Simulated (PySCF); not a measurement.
Runs of PySCF 2.14.0 on SiClH3. The cell holds a molecule in a box, 5 atoms: a = 12.000 Å, b = 12.000 Å, c = 12.000 Å, α = 90.00°, β = 90.00°, γ = 90.00°. 

```tsv
task	level	conv_tol	grid for exchange and correlation	frozen core bands	exxdiv	three-centre integrals	gap on the mesh (eV)
atomic charges	PBE	1e-07 Ha	Becke, atom-centred	-	-	-	6.86
CCSD(T) correlation energy	HF	1e-08 Ha	-	10	ewald	read from an earlier run's file	16.11
atomic charges	r2SCAN50+D3(BJ)	1e-07 Ha	Becke, atom-centred	-	ewald	read from an earlier run's file	(a)
atomic charges	BHandHLYP+D3	1e-07 Ha	Becke, atom-centred	-	ewald	read from an earlier run's file	11.53
atomic charges	SCAN+D4	1e-07 Ha	Becke, atom-centred	-	-	read from an earlier run's file	7.57
MP2 correlation energy	HF	1e-08 Ha	-	10	ewald	read from an earlier run's file	16.11
```

Alike in all rows: potentials or basis def2-svp (all-electron); no spin polarisation; cell as given; k mesh 1 × 1 × 1; smearing fixed.

Task: Estimate the missing entries.

Result: (a) 11.71.

Caveats: this is a molecule in a periodic box at the Γ point, so its band gap is the HOMO-LUMO gap; the basis of atomic orbitals isn't converged, which shifts pressures, moduli and gaps; the basis is small and the box finite, so much correlation energy is missing and levels can be off by tenths of an eV (some runs).

